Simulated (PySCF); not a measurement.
# C10H10BN: the cost of one run

Computed with PySCF 2.14.0, with density-fitted response routines of our own, on a single molecule, in the gas phase or a continuum. Atoms are numbered from 0 throughout.

**1. Starting geometry**

22 atoms, charge 0, multiplicity 1; geometry from: GFN2-xTB. The atoms were then displaced at random by about 0.01 Å, so the start is not that level's minimum.

Bonds of the start (Å): C0–C1 1.36, C1–C2 1.46, C2–C3 1.32, C3–N4 1.38, N4–C5 1.36, C5–C6 1.35, C6–C7 1.41, C7–C8 1.36, C8–B9 1.53, B9–C10 1.52, C10–C11 1.37, C11–C2 1.45, B9–N4 1.47, C0–H12 1.04, C0–H13 1.04, C1–H14 1.08, C3–H15 1.08, C5–H16 1.08, C6–H17 1.10, C7–H18 1.09, C8–H19 1.07, C10–H20 1.06, C11–H21 1.09.

**2. Geometry optimisation at PBE0-D3(BJ)/def2-SVP**

What the job is given:

```
{"job": {"xc": "PBE0", "basis": "def2-SVP", "d3": "d3bj", "grid": 1, "shake": 0.01, "kind": "geom"}, "charge": 0, "multiplicity": 1}
C      3.425500    -1.754570    -1.429490
C      2.193060    -1.221640    -1.651870
C      1.266630    -0.670800    -0.663470
C      0.111650    -0.185620    -1.086210
N     -0.855720     0.340180    -0.262010
C     -2.030560     0.802970    -0.778880
C     -2.992720     1.342580    -0.008760
C     -2.838820     1.483070     1.388040
C     -1.718860     1.060070     2.026200
B     -0.607600     0.435290     1.183670
C      0.731420    -0.102250     1.646000
C      1.615870    -0.616130     0.740480
H      3.820150    -1.781700    -0.464830
H      3.985190    -2.107670    -2.237330
H      1.817820    -1.200690    -2.665600
H     -0.178840    -0.208150    -2.128950
H     -2.147990     0.712290    -1.851020
H     -3.920630     1.690450    -0.475760
H     -3.674680     1.915400     1.947460
H     -1.668640     1.181490     3.084970
H      1.024010    -0.085890     2.667730
H      2.578690    -1.024310     1.033100
```

The run is started by

```bash
$ OMP_NUM_THREADS=1 python probes_run.py task.json out
```

One launch serves the whole session: the jobs run in the order shown.

Q: Estimate the wall time and peak memory of this first job on 1 thread of Intel Xeon Platinum 8488C, shared host.

About 3.9 min, with a peak of 1 GiB.
